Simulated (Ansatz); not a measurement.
# Sr2MoWO8: band edges up the ladder

Aim: the gap, band edges and levels at named points of Sr2MoWO8.

Computed with Ansatz 0.2.0 (DFT PBE+U, scalar-relativistic, plane waves, PAW, unless a step's input says otherwise).

That is the level of the relaxation; later steps name their own.

## (1) The system as given

Symmetry: P-1, No. 2, triclinic system. The conventional cell has a = 7.137 Å, b = 7.137 Å, c = 7.647 Å, α = 90.00°, β = 90.00°, γ = 115.21°. Around Sr (site symmetry 1) lie 8 O at 2.62 to 2.63 Å. W (site symmetry 1) has 4 O at 1.74 Å as nearest neighbours. Around Mo (site symmetry 1) lie 4 O at 1.74 Å. O (site symmetry 1) is surrounded by 1 W at 1.74 Å. O (site symmetry 1) is surrounded by 1 Mo at 1.74 Å. Only part of the 12 independent sites is listed.

Coordinates:

```
CELL_PARAMETERS angstrom
2.70376 2.70376 -6.02600
2.70376 2.70376 6.02600
5.40753 -5.40753 0.00000
ATOMIC_POSITIONS crystal
Sr 0.00000 0.50000 0.75000
Sr 0.50000 0.00000 0.25000
Sr 0.00000 0.00000 0.00000
Sr 0.50000 0.50000 0.50000
W 0.00000 0.50000 0.25000
Mo 0.50000 0.00000 0.75000
W 0.50000 0.50000 0.00000
Mo 0.00000 0.00000 0.50000
O 0.12640 0.46899 0.43411
O 0.62640 0.96900 0.93410
O 0.76280 0.60540 0.95230
O 0.26281 0.10540 0.45231
O 0.03101 0.37361 0.06589
O 0.53100 0.87360 0.56590
O 0.39459 0.23719 0.04770
O 0.89460 0.73720 0.54770
O 0.37361 0.53100 0.81590
O 0.87360 0.03101 0.31589
O 0.73720 0.39459 0.29769
O 0.23719 0.89460 0.79770
O 0.46899 0.62640 0.18410
O 0.96900 0.12640 0.68410
O 0.10540 0.76280 0.20231
O 0.60540 0.26281 0.70230
```

(A quick probe on a coarse mesh, which set the mesh and smearing, is not shown.)

## (3) A loose first relaxation

input.yaml

```yaml
crystal:
  lattice:
    - [2.70376443, 2.70376443, -6.02600022]
    - [2.70376443, 2.70376443, 6.02600022]
    - [5.40752887, -5.40752887, 0.0]
  atoms:
    - { symbol: Sr, position: [0.0, 0.5, 0.75] }
    - { symbol: Sr, position: [0.5, 0.0, 0.25] }
    - { symbol: Sr, position: [0.0, 0.0, 0.0] }
    - { symbol: Sr, position: [0.5, 0.5, 0.5] }
    - { symbol: W, position: [0.0, 0.5, 0.25] }
    - { symbol: Mo, position: [0.5, 0.0, 0.75] }
    - { symbol: W, position: [0.5, 0.5, 0.0] }
    - { symbol: Mo, position: [0.0, 0.0, 0.5] }
    - { symbol: O, position: [0.126395, 0.468995, 0.434105] }
    - { symbol: O, position: [0.626395, 0.968995, 0.934105] }
    - { symbol: O, position: [0.762805, 0.605405, 0.952305] }
    - { symbol: O, position: [0.262805, 0.105405, 0.452305] }
    - { symbol: O, position: [0.031005, 0.373605, 0.065895] }
    - { symbol: O, position: [0.531005, 0.873605, 0.565895] }
    - { symbol: O, position: [0.394595, 0.237195, 0.047695] }
    - { symbol: O, position: [0.894595, 0.737195, 0.547695] }
    - { symbol: O, position: [0.373605, 0.531005, 0.815895] }
    - { symbol: O, position: [0.873605, 0.031005, 0.315895] }
    - { symbol: O, position: [0.737195, 0.394595, 0.297695] }
    - { symbol: O, position: [0.237195, 0.894595, 0.797695] }
    - { symbol: O, position: [0.468995, 0.626395, 0.184105] }
    - { symbol: O, position: [0.968995, 0.126395, 0.684105] }
    - { symbol: O, position: [0.105405, 0.762805, 0.202305] }
    - { symbol: O, position: [0.605405, 0.262805, 0.702305] }
basis:
  ecutwfc: 420
kpoints:
  mp_grid: { grid: [4, 4, 4] }
hamiltonian:
  xc: pbe
  hubbard:
    sites:
      - { species: Mo, l: d, u_eff: 4.38 }
      - { species: W, l: d, u_eff: 6.2 }
scf:
  occupations: { method: gaussian, width: 0.1 }
output:
  forces: true
  stress: true
  eigenvalues: true
relax:
  adjacent_minimum: "off"
  f_tol: 0.05
  max_steps: 80
  cell: { stress_tol: 0.5 }
```

Started as:

```console
$ ansatz run input.yaml --threads 8 --pin off --max-ram 22528MiB --backend cpu --events-out ev --progress --plain --runs-dir out
```

Further runs follow: full relaxation; band edges over the whole zone; levels with PBE+U.

What does the calculation give? Wanted: relaxed cell; volume; gap, PBE+U.

**Answer**, as computed:

| quantity | value |
| --- | --- |
| relaxed cell | a = 7.198 Å, b = 7.198 Å, c = 7.756 Å, α = 89.99°, β = 89.99°, γ = 65.20° |
| space group (0.01 Å) | P-1 (No. 2) |
| volume | 15.20 Å³/atom |
| gap, PBE+U | 3.89 eV, direct |

**Reading.** Relaxation raised the volume by 3.5 %. At PBE+U the gap is 3.89 eV, from Γ to Γ. Spin-orbit coupling is left out, which matters for the bands of W.
